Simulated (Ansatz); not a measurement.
**CrH4: geometry, orbitals and charge**

Aim: characterise CrH4 as a triplet: its structure, frontier levels and distribution of charge and spin.

Program: Ansatz 0.2.0, Gaussian basis. Level of theory: UKS PBE0-D4/def2-TZVP. These are calculated values, not measurements.

The runs, in order: relaxation at PBE-D4/def2-TZVP; a single point at PBE0-D4/def2-TZVP.

1 further run of the same task is left out (it didn't finish).

**1. Starting geometry**

5 atoms, charge 0, spin multiplicity 3.

Atoms are counted from 1 here; the program's logs count them from 0.

Bond lengths: Cr1–H2 1.553 Å, Cr1–H3 1.553 Å, Cr1–H4 1.552 Å, Cr1–H5 1.553 Å. Angles: H2–Cr1–H3 109.4°, H2–Cr1–H4 109.7°, H2–Cr1–H5 109.3°, H3–Cr1–H4 109.3°, H3–Cr1–H5 109.2°, H4–Cr1–H5 109.8°.

As a file:

```xyz
5
charge 0, multiplicity 3
Cr   -0.0023    0.0019    0.0004
H     0.0097   -0.0195    1.5528
H     1.4582    0.0097   -0.5280
H    -0.7369    1.2741   -0.5002
H    -0.7287   -1.2663   -0.5249
```

Formally the metal is d2. No spin-orbit coupling is included.

The start is a GFN2-xTB geometry.

**2. Optimising with PBE-D4/def2-TZVP**

File in.yaml:

```yaml
crystal:
  periodic: [false, false, false]
  atoms:
    - {symbol: Cr, position_ang: [-0.002300, 0.001930, 0.000380]}
    - {symbol: H, position_ang: [0.009710, -0.019490, 1.552760]}
    - {symbol: H, position_ang: [1.458230, 0.009740, -0.528040]}
    - {symbol: H, position_ang: [-0.736930, 1.274070, -0.500210]}
    - {symbol: H, position_ang: [-0.728720, -1.266260, -0.524880]}
basis:
  gaussian: {orbitals: def2-TZVP}
magnetization: {spin_polarized: true, initial_magnetization: 2}
hamiltonian: {xc: pbe, dispersion: d4}
scf: {omitted_lower_state_checks: [starts]}
output: {orbitals: {seedname: orbitals}}
relax: {f_tol: 0.02, max_steps: 100}
```

Command:

```console
ansatz run in.yaml --threads 2 --pin off --events-out ev --progress --plain --max-ram 4352MiB
```

Further steps of the session: Single point, PBE0-D4/def2-TZVP.

Before running them: what should the planned runs give, taken together? Wanted: point group; near neighbours of the metal; HOMO, LUMO at PBE0-D4/def2-TZVP; ⟨S²⟩; charge on the metal; dipole at PBE-D4/def2-TZVP.

As calculated:

```
                                         quantity                             value
                                      point group                                Td
                     near neighbours of the metal  H 1.60, H 1.60, H 1.60, H 1.60 Å
HOMO, LUMO at PBE0-D4/def2-TZVP (over both spins)                   -9.01, -2.99 eV
                                             ⟨S²⟩                             2.260
 charge on the metal (Mulliken, PBE-D4/def2-TZVP)                           +0.30 e
                       dipole at PBE-D4/def2-TZVP                            0.00 D
```

**Reading.** The molecule keeps its bonding pattern by the stored test; the atoms moved 0.04 Å (rms). The Mulliken charge of the metal, +0.30 e, depends on the basis and isn't its oxidation state. No usable vibrations, so a minimum isn't proven. Doubts on the single point: spin contamination. Whether this spin is the lowest isn't tested here.
